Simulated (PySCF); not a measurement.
# Accurate constants of SnH+, step by step

One table from this session's results is given with a row withheld; the runs are named, their logs left out.

Computed with PySCF 2.14.0. Level: CCSD(T) on RHF, scalar-relativistic core potentials.

2 further runs of the same task are left out: 2 set aside as unsound or not needed.

Set-up of the first run:

```
molecule             : SnH+
state                : singlet, unpaired electrons none
smaller basis        : Sn cc-pwCVDZ-PP with ECP28, H aug-cc-pVDZ
larger basis         : Sn cc-pwCVTZ-PP with ECP28, H aug-cc-pVTZ
frozen core orbitals : 4
extrapolation        : correlation as n⁻³ (n = 2, 3), Hartree–Fock as (n+1)·exp(−9√n)
corrections          : none
distances (Å)        : 1.5611, 1.6320, 1.7030, 1.7740, 1.8449, 1.9336, 2.0223
masses (u)           : 119.9022, 1.0078
dissociation limit   : Sn+ + H
```

Command:

```sh
> OMP_NUM_THREADS=4 python comp.py task.json out
```

One table of the session follows, with a row left open; its other results are not shown here.

Parts of the energy along the bond, in eV from Sn+ + H:

| R (Å) | HF/CBS | CCSD corr. | (T) |
| --- | --- | --- | --- |
| 1.5611 | -1.575 | -0.951 | -0.0302 |
| 1.6320 | -1.768 | -0.941 | -0.0315 |
| 1.7030 | -1.854 | -0.938 | -0.0335 |
| 1.7740 | -1.860 | -0.940 | -0.0363 |
| 1.8449 | ? | ? | ? |
| 1.9336 | -1.667 | -0.963 | -0.0453 |
| 2.0223 | -1.479 | -0.986 | -0.0520 |

Estimate the missing values for R (Å) = 1.8449.

Worked estimate for «HF/CBS». A straight line through the neighbours (1.7740, -1.860) and (1.9336, -1.667) gives -1.860 + (-1.667 + 1.860) × (1.8449 − 1.7740) / (1.9336 − 1.7740) = -1.774; a parabola fitted to 4 rows on both sides gives -1.801.

As computed: HF/CBS: -1.803; CCSD corr.: -0.947; (T): -0.0398. In «HF/CBS» the line misses by +0.029 and the parabola by +0.002.

Limits of these values: An extrapolation from double and triple zeta is rough, so this isn't yet the limit.
